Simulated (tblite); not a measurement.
# How the settings of tblite move a run on GaN

Simulated with tblite 0.8.0. This is a test of settings. The cell began as a measured structure and was relaxed with r2SCAN in plane waves (Ansatz 0.2.0). All runs are without spin polarisation.

The symmetry is P6_3mc (No. 186, hexagonal); conventional cell a = 3.183 Å, c = 5.184 Å, 11.37 Å³ an atom. Ga has 4 N at 1.95 Å; N has 4 Ga at 1.95 Å.

The base run uses GFN1-xTB on a cluster of 72 atoms.

```python
import json
from ase import Atoms
from ase.build import make_supercell
from ase.units import Bohr, GPa, Hartree
from tblite.interface import Calculator

atoms = Atoms(['Ga', 'Ga', 'N', 'N'],
              cell=[[3.18315, -0.0, -0.0], [-1.591575, 2.756688, 0.0], [-0.0, 0.0, 5.183626]],
              scaled_positions=[[0.333333, 0.666667, -0.000887], [0.666667, 0.333333, 0.499113], [0.333333, 0.666667, 0.375887], [0.666667, 0.333333, 0.875887]],
              pbc=True)
cluster = make_supercell(atoms, [[3, 0, 0], [0, 3, 0], [0, 0, 2]])
calc = Calculator('GFN1-xTB', cluster.numbers, cluster.positions / Bohr, lattice=cluster.cell[:] / Bohr, periodic=cluster.pbc)
calc.set('temperature', 0.02 / Hartree)
calc.set('max-iter', 150)
res = calc.singlepoint()
levels = res.get('orbital-energies') * Hartree
nv = round(res.get('orbital-occupations').sum() / 2)
cells = len(cluster) // len(atoms)
out = {'energy_per_cell': res.get('energy') * Hartree / cells, 'homo': levels[nv - 1], 'lumo': levels[nv],
       'stress': (-res.get('virial') * Hartree / cluster.get_volume() / GPa).tolist(), 'charges': res.get('charges')[:len(atoms)].tolist(), 'electrons': 2 * nv / cells}
json.dump(out, open('results.json', 'w'))
for key, value in out.items():
    print(key, value)
```

Command: `python run.py`. It took 6 s on 1 thread of Arm Neoverse V2, with other jobs on the host, peak memory 0.12 GiB.

It converged with a gap of 1.50 eV and a pressure of 16.72 GPa (positive in compression). xTB was fitted to molecules, so gaps, charges and pressures of solids can be far off.

Each further run moved one setting: accuracy (scale of the thresholds); temperature (electronic temperature in eV); charge (charge of the whole cluster); cluster (size of the cluster in conventional cells). Changes are from the base run, which isn't itself converged in every setting; energies of another Hamiltonian, functional, basis or charge aren't compared, and those at a high electronic temperature are mostly its entropy term.

| setting | how it ended | gap change (eV) | energy change (meV/atom) | pressure change (GPa) | time (s) |
| --- | --- | --- | --- | --- | --- |
| accuracy = 10.0 | converged | 0.00 | 0.0 | 0.00 | 5.7 |
| temperature = 0.001 | converged | 0.00 | 0.0 | 0.00 | 6 |
| accuracy = 0.01 | converged | 0.00 | 0.0 | 0.00 | 6.2 |
| charge = 2.0 (poor on purpose) | converged | – | – | – | 6.1 |
| cluster = 1x1x1 (poor on purpose) | converged | -1.50 | 6280.0 | 115.49 | 0.99 |

accuracy = 10.0 changes nothing that matters here. temperature = 0.001 changes nothing that matters here. accuracy = 0.01 changes nothing that matters here.
